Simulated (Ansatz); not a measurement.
# H6Rh: the cost of one run

Program: Ansatz 0.2.0. Level of theory: DFT PBE, scalar-relativistic, plane waves, PAW. These are calculated values, not measurements.

### 1 Starting point

It takes space group F-43m (No. 216, cubic). The conventional cell has a = 6.146 Å, b = 6.146 Å, c = 6.146 Å, α = 90.00°, β = 90.00°, γ = 90.00°. H (site symmetry 3m) has 3 H at 1.17 Å as nearest neighbours. H (site symmetry -43m) is surrounded by 16 H at 2.66 to 2.72 Å and 4 Rh at 2.66 Å. H (site symmetry -43m) has 16 H at 2.51 to 2.66 Å as nearest neighbours. Rh (site symmetry -43m) is surrounded by 8 H at 1.95 to 2.66 Å.

Structure file:

```cif
data_structure
_symmetry_space_group_name_H-M 'P 1'
_symmetry_Int_Tables_number 1
_cell_length_a 4.3457
_cell_length_b 4.3457
_cell_length_c 4.3457
_cell_angle_alpha 60.000
_cell_angle_beta 60.000
_cell_angle_gamma 60.000
_cell_volume 58.03
loop_
_atom_site_label
_atom_site_type_symbol
_atom_site_fract_x
_atom_site_fract_y
_atom_site_fract_z
_atom_site_occupancy
H1 H 0.18288 0.18288 0.18288 1
H2 H 0.18288 0.18288 0.45135 1
H3 H 0.18288 0.45135 0.18288 1
H4 H 0.45135 0.18288 0.18288 1
H5 H 0.75000 0.75000 0.75000 1
H6 H 0.50000 0.50000 0.50000 1
Rh1 Rh 0.00000 0.00000 0.00000 1
```

The cell is invented: random cell by space group and Wyckoff sites (F-43m, No. 216). Lengths come from tabulated atomic sizes and are only a guess.

### 2 Probe: one point on a coarse mesh

The input, input.yaml:

```yaml
crystal:
  lattice:
    - [0.0, 3.0728766, 3.0728766]
    - [3.0728766, 0.0, 3.0728766]
    - [3.0728766, 3.0728766, 0.0]
  atoms:
    - { symbol: H, position: [0.1828826, 0.1828826, 0.1828826] }
    - { symbol: H, position: [0.1828826, 0.1828826, 0.45135219] }
    - { symbol: H, position: [0.1828826, 0.45135219, 0.1828826] }
    - { symbol: H, position: [0.45135219, 0.1828826, 0.1828826] }
    - { symbol: H, position: [0.75, 0.75, 0.75] }
    - { symbol: H, position: [0.5, 0.5, 0.5] }
    - { symbol: Rh, position: [0.0, 0.0, 0.0] }
basis:
  ecutwfc: 420
kpoints:
  mp_grid: { grid: [6, 6, 6] }
hamiltonian:
  xc: pbe
scf:
  occupations: { method: gaussian, width: 0.1 }
  lower_state_search: "off"
output:
  forces: true
  stress: true
  eigenvalues: true
```

On the command line:

```sh
ansatz run input.yaml --threads 1 --pin off --max-ram 2048MiB --backend cpu --events-out ev --progress --plain --runs-dir out
```

What time and memory should one allow on 1 thread of Arm Neoverse N1, shared host?

About 2.9 s, with a peak of 0.33 GiB.
